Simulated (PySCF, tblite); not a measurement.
**C₆H₁₀F₂: geometry, infrared bands and NMR shifts**

Aim: predict the infrared bands and NMR shifts of C₆H₁₀F₂ (`C[C@H](F)/C=C/[C@@H](C)F`).

The runs use tblite 0.8.0 and PySCF 2.14.0, with density-fitted response routines of our own; the level of theory stands in each step. All values are computed, except where a source is named. Atoms are numbered from 0 throughout.

### Step 1. The molecule as given

18 atoms, charge 0, multiplicity 1; geometry from: force field or distance geometry start.

Bonds of the start (Å): C0–C1 1.51, C1–F2 1.35, C1–C3 1.50, C3–C4 1.34, C4–C5 1.49, C5–C6 1.53, C5–F7 1.37, C0–H8 1.10, C0–H9 1.10, C0–H10 1.09, C1–H11 1.09, C3–H12 1.11, C4–H13 1.10, C5–H14 1.08, C6–H15 1.10, C6–H16 1.10, C6–H17 1.09.

### Step 2. Relaxing the molecule with GFN2-xTB

The job: settings as JSON, then the geometry in Å.

```
{"job": {"kind": "relax", "xc": "GFN2-xTB", "basis": "xTB"}, "charge": 0, "multiplicity": 1}
C     -2.979200    -0.246300     0.128600
C     -1.832000     0.726000    -0.048900
F     -1.791400     1.115800    -1.340400
C     -0.522600     0.103600     0.351000
C      0.519800    -0.098200    -0.459100
C      1.821200    -0.722500    -0.070400
C      2.987500     0.246100    -0.240200
F      1.805800    -1.115100     1.241100
H     -3.918100     0.234900    -0.172900
H     -3.093000    -0.577700     1.171700
H     -2.863700    -1.125900    -0.511300
H     -2.000100     1.614300     0.568400
H     -0.439800    -0.204100     1.411800
H      0.438000     0.204300    -1.511400
H      1.992200    -1.609200    -0.671700
H      2.857000     1.124900     0.414900
H      3.923200    -0.235300     0.070300
H      3.086600     0.570600    -1.274300
```

Run with:

```
OMP_NUM_THREADS=1 python probes_run.py task.json out
```

One launch serves the whole session: the jobs run in the order shown.

**Question.** This job is followed by: GFN2-xTB harmonic vibrations, gas phase; GIAO PBE0/pcSseg-1 NMR shielding, non-relativistic, gas phase. What will the session give for the following? strongest single infrared mode (GFN2-xTB); zero-point energy (GFN2-xTB); 13C shifts against TMS (PBE0/pcSseg-1, means over atoms taken as alike); 1H shifts against TMS (PBE0/pcSseg-1, means over atoms taken as alike); 19F shifts against CFCl3 (PBE0/pcSseg-1, means over atoms taken as alike); surface potential, 1st and 99th percentile.

**Answer**, as computed:

| quantity | value |
| --- | --- |
| strongest single infrared mode (GFN2-xTB) | 2876 cm⁻¹, 79 km/mol |
| zero-point energy (GFN2-xTB) | 91.6 kcal/mol |
| 13C shifts against TMS (PBE0/pcSseg-1, means over atoms taken as alike) | 136.2, 93.0, 24.7 ppm |
| 1H shifts against TMS (PBE0/pcSseg-1, means over atoms taken as alike) | 6.03, 5.46, 1.42 ppm |
| 19F shifts against CFCl3 (PBE0/pcSseg-1, means over atoms taken as alike) | -216.6 ppm |
| surface potential, 1st and 99th percentile | -1.04 V and 0.91 V |

The optimisation took 40 steps and gained 0.089 eV; among the close pairs (by a distance rule), C1–F2 changed most, from 1.350 to 1.384 Å. All 48 modes are real, so the xTB geometry is a minimum. Unscaled tight-binding wavenumbers are off by several per cent, some by more. Its intensities can rank the bands wrongly. C3, C4 (mean) (alkene CH) lies farthest downfield among carbon, at 136.2 ppm; as expected for a trigonal carbon in a double bond. H12, H13 (mean) (hydrogen on an alkene CH) lies farthest downfield among hydrogen, at 6.03 ppm; olefinic region. At PBE0/pcSseg-1: Shielding is most anisotropic at C3, C4 (span 210 ppm, paramagnetic term -209 ppm).
